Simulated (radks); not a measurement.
# Fractional charge and spin in the 4s shell of strontium

One table from this session's results is given with a row withheld; the runs are named, their logs left out.

Method: scalar-relativistic Kohn-Sham, SCAN, spin-polarised, spherical densities, finite nucleus. Code: radks (a radial shooting solver on a logarithmic mesh, Libxc functionals) version 1.

## The system

| Property | Result |
| --- | --- |
| element | strontium (Z = 38) |
| configuration | [Ar] 3d10 4p(up 2.5, down 2.5) 4s(up 1, down 1) |
| nuclear rms radius | 4.224 fm |

A shell typed twice in an input gives spin up, then spin down.

Set-up of the first run:

The run's settings:

```text
Z 38
configuration [Ar] 3d10 4p2.5 4p2.5 4s1 4s1
relativity scalar-relativistic
functional scan,scan
spin polarised
nucleus finite rms 4.224 fm
c 137.035999084
```

Steps of the session up to this table: 4s: up 1, down 1.

One of the session's tables, all rows but one given; the rest of the session is left out.

It belongs to the step «4s: up 1, down 1». Radial moments (bohr):

```
level      <r>  outermost maximum (interpolated)  90 % within  nodes
   1s  0.03917                            0.0255       0.0701      0
   2s   0.1723                             0.145        0.266      1
   2p   0.1504                             0.116        0.245      0
   3s   0.4906                             0.435        0.727      2
   3p   0.4974                             0.431        0.755      1
   3d   0.4974                             0.378        0.805      0
   4s        ?                                 ?            ?      ?
   4p    1.489                              1.30         2.20      2
```

Estimate the missing values for 4s.

The run gave: <r>: 1.329; outermost maximum (interpolated): 1.18; 90 % within: 1.94; nodes: 3. In the column «<r>» it lies between 3d (0.4974) and 4p (1.489).
